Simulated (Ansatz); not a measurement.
# CH5BOZn: basis-set convergence

The task here is to estimate one member of a computed series from the others.

The runs use Ansatz 0.2.0, Gaussian basis; one geometry, several basis sets.

Levels to be run: PBE0-D4/def2-SVP; ωB97M-V/def2-SVP; PBE0-D4/def2-QZVPP; ωB97M-V/def2-QZVPP; the functionals' def2-TZVPP values are taken from earlier runs.

### Structure used throughout

All runs share one geometry, relaxed beforehand with PBE0-D4 in a triple-zeta def2 set.

9 atoms, charge 0, spin multiplicity 1.

Atoms are counted from 1 here; the program's logs count them from 0.

Bond lengths: B1–C2 1.562 Å, B1–H5 1.210 Å, B1–H6 1.284 Å, B1–H7 1.210 Å, C2–O3 1.250 Å, C2–H8 1.105 Å, O3–Zn4 1.989 Å, Zn4–H6 1.786 Å, Zn4–H9 1.535 Å. Angles: C2–B1–H5 111.0°, C2–B1–H6 109.2°, C2–B1–H7 111.0°, H5–B1–H6 106.9°, H5–B1–H7 111.7°, H6–B1–H7 106.9°, B1–C2–O3 123.0°, B1–C2–H8 122.4°, O3–C2–H8 114.7°, C2–O3–Zn4 102.6°, O3–Zn4–H6 89.8°, O3–Zn4–H9 142.0°, H6–Zn4–H9 128.2°, B1–H6–Zn4 115.5°.

The first run:

in.yaml

```yaml
crystal:
  periodic: [false, false, false]
  atoms:
    - {symbol: B, position_ang: [-0.053861, 0.312300, -0.966663]}
    - {symbol: C, position_ang: [0.938240, -0.645132, -0.232605]}
    - {symbol: O, position_ang: [0.847805, -0.915695, 0.984542]}
    - {symbol: Zn, position_ang: [-0.744435, 0.136131, 1.544488]}
    - {symbol: H, position_ang: [0.521533, 1.283422, -1.401706]}
    - {symbol: H, position_ang: [-0.925128, 0.740570, -0.126669]}
    - {symbol: H, position_ang: [-0.660170, -0.273544, -1.834238]}
    - {symbol: H, position_ang: [1.778516, -1.138037, -0.753178]}
    - {symbol: H, position_ang: [-1.614100, 0.453685, 2.768928]}
basis:
  gaussian: {orbitals: def2-SVP}
hamiltonian: {xc: pbe0, dispersion: d4}
output: {orbitals: {seedname: orbitals}}
```

Among the steps run: PBE0-D4 in def2-SVP; ωB97M-V in def2-SVP; PBE0-D4 in def2-QZVPP; ωB97M-V in def2-QZVPP.

One table of the session follows, with a row left open; its other results are not shown here.

It belongs to the step «Density functionals: the series». 

| functional | basis | HOMO (eV) |
| --- | --- | --- |
| PBE0-D4 | def2-SVP | ? |
| PBE0-D4 | def2-TZVPP | -8.10 |
| PBE0-D4 | def2-QZVPP | -8.11 |
| ωB97M-V | def2-SVP | -10.36 |
| ωB97M-V | def2-TZVPP | -10.48 |
| ωB97M-V | def2-QZVPP | -10.49 |

**Question.** Estimate the row for PBE0-D4, def2-SVP.

**Answer.** HOMO (eV): -8.01. In the column «HOMO (eV)» it is the highest.
